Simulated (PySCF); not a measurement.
# C12H9ClSe: the cost of one run

Computed with PySCF 2.14.0 and routines of our own; the level stands in each step. Atoms count from 0.

## 1. The system as given

23 atoms, charge 0, multiplicity 1; geometry from: GFN2-xTB.

## 2. NMR shieldings: PBE0/pcSseg-1 Se:us-x2c-TZVPall-2c, spin–orbit

Job settings and geometry (Å):

```
{"job": {"kind": "hnmr", "xc": "PBE0", "basis": {"default": "pcSseg-1", "Se": "us-x2c-TZVPall-2c"}, "rel": "so"}, "charge": 0, "multiplicity": 1}
Cl     5.122340     1.456232    -0.056167
C      3.683330     0.499886    -0.003064
C      2.564143     0.984400     0.657481
C      1.413615     0.221027     0.700091
C      1.376148    -1.015512     0.068218
Se    -0.189134    -2.126333     0.139233
C     -1.567342    -0.779895     0.092950
C     -1.443422     0.336909    -0.721817
C     -2.463061     1.269610    -0.758619
C     -3.609605     1.084191    -0.002713
C     -3.736678    -0.040870     0.794533
C     -2.717415    -0.974981     0.845469
C      2.505331    -1.497012    -0.582843
C      3.662101    -0.741778    -0.618912
H      2.596470     1.948500     1.140471
H      0.543012     0.590382     1.222847
H     -0.553664     0.476338    -1.319984
H     -2.364885     2.142063    -1.387581
H     -4.403867     1.814590    -0.038932
H     -4.629994    -0.191203     1.382886
H     -2.807001    -1.855610     1.466346
H      2.475370    -2.464344    -1.063681
H      4.539456    -1.109604    -1.127318
```

With the program's defaults for keys left out, this is: PBE0/pcSseg-1 Se:us-x2c-TZVPall-2c GIAO NMR shielding, X2C with spin-orbit coupling, screened-nuclear two-electron part, Gaussian nuclei, gas phase.

Command:

```sh
> OMP_NUM_THREADS=1 python heavy_run.py task.json out
```

This one command runs all jobs of the session in turn.

**Question.** How long does this first job take on 1 thread of Arm Neoverse V1, shared host, and how much memory does it need?

About 15 min, with a peak of 2.8 GiB.
